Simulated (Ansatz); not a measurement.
# LuP (CsCl type): a single-point run

The task is a single-point run on LuP (CsCl type). The structure is shown as the input types it.

Method: Kohn-Sham DFT, with the functional, basis and potentials that each input names (as first typed), in Ansatz 0.2.0.

4 further runs of the same task are left out: 4 that didn't finish.

### Step 1. The system as given

Symmetry: Pm-3m, No. 221, cubic system. Conventional cell: a = 2.796 Å, b = 2.796 Å, c = 2.796 Å, α = 90.00°, β = 90.00°, γ = 90.00°. Around Lu (site symmetry m-3m) lie 8 P at 2.42 Å. Around P (site symmetry m-3m) lie 8 Lu at 2.42 Å.

Coordinates:

```xyz
2
Lattice="2.7965 0.0000 0.0000 0.0000 2.7965 0.0000 0.0000 0.0000 2.7965" Properties=species:S:1:pos:R:3 pbc="T T T"
Lu    0.0000    0.0000    0.0000
P     1.3982    1.3982    1.3982
```

### Step 2. The run

Contents of input.yaml:

```yaml
crystal:
  lattice:
    - [2.7964760528, 0.0, 0.0]
    - [0.0, 2.7964760528, 0.0]
    - [0.0, 0.0, 2.7964760528]
  atoms:
    - { symbol: Lu, position: [0.0, 0.0, 0.0] }
    - { symbol: P, position: [0.5, 0.5, 0.5] }
kpoints:
  mp_grid: { grid: [12, 12, 12] }
scf:
  occupations: { method: fermi_dirac, width: 0.1 }
  max_iter: 50
hamiltonian:
  xc: lda
  pseudopotentials: { kind: paw }
  hubbard: { sites: [{ species: P, l: p, u_eff: 40.0 }] }
output:
  forces: true
  stress: true
  eigenvalues: true
  populations: true
```

On the command line:

```bash
$ ansatz run input.yaml --threads 1 --pin off --max-ram 2048MiB --backend cpu --events-out ev --progress --plain --runs-dir out
```

What happens when this is run?

The run converged and reported no error, with warnings (filled band counts differ across k points). It gives a pressure of 267 GPa, which is large; a structure far from rest gives such values too, whatever the setting.

In the input, hamiltonian.hubbard.sites is [{species: P, l: p, u_eff: 40.0}]. A U of this value distorts the shell's occupations and the levels near the Fermi energy.

The test: delete hamiltonian.hubbard.sites.
